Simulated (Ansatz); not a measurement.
# MgH2Ir2: the cost of one run

Method: DFT PBE, scalar-relativistic, plane waves, PAW, in Ansatz 0.2.0.

**1. The starting structure**

It takes space group P-3m1 (No. 164, trigonal). The conventional cell has a = 3.613 Å, b = 3.613 Å, c = 5.448 Å, α = 90.00°, β = 90.00°, γ = 120.00°. Around Mg (site symmetry -3m) lie 2 Ir at 1.84 Å and 6 H at 2.10 Å. H (site symmetry 3m) is surrounded by 3 Mg at 2.10 Å and 3 H at 2.13 Å. Around Ir (site symmetry 3m) lie 1 Ir at 1.78 Å and 1 Mg at 1.84 Å.

As a file:

```xyz
5
Lattice="3.6134 0.0000 0.0000 -1.8067 3.1293 0.0000 0.0000 0.0000 5.4480" Properties=species:S:1:pos:R:3 pbc="T T T"
Mg    0.0000    0.0000    0.0000
H     0.0000    2.0862    0.2238
H     1.8067    1.0431    5.2243
Ir    0.0000    0.0000    1.8351
Ir    0.0000    0.0000    3.6130
```

The cell is invented: random cell by space group and Wyckoff sites (P-3m1, No. 164). Lengths come from tabulated atomic sizes and are only a guess.

**2. Probe: one point on a coarse mesh**

input.yaml

```yaml
crystal:
  lattice:
    - [3.61340369, 0.0, 0.0]
    - [-1.80670184, 3.12929939, 0.0]
    - [0.0, 0.0, 5.44803367]
  atoms:
    - { symbol: Mg, position: [0.0, 0.0, 0.0] }
    - { symbol: H, position: [0.33333333, 0.66666667, 0.04107146] }
    - { symbol: H, position: [0.66666667, 0.33333333, 0.95892854] }
    - { symbol: Ir, position: [0.0, 0.0, 0.33683412] }
    - { symbol: Ir, position: [0.0, 0.0, 0.66316588] }
basis:
  ecutwfc: 420
kpoints:
  mp_grid: { grid: [6, 6, 4] }
hamiltonian:
  xc: pbe
scf:
  occupations: { method: gaussian, width: 0.1 }
  lower_state_search: "off"
output:
  forces: true
  stress: true
  eigenvalues: true
```

Launch:

```console
> ansatz run input.yaml --threads 1 --pin off --max-ram 2560MiB --backend cpu --events-out ev --progress --plain --runs-dir out
```

**Question.** How long does this run take on 1 thread of Arm Neoverse V1, shared host, and how much memory does it need?

About 2.6 s, with a peak of 0.32 GiB.
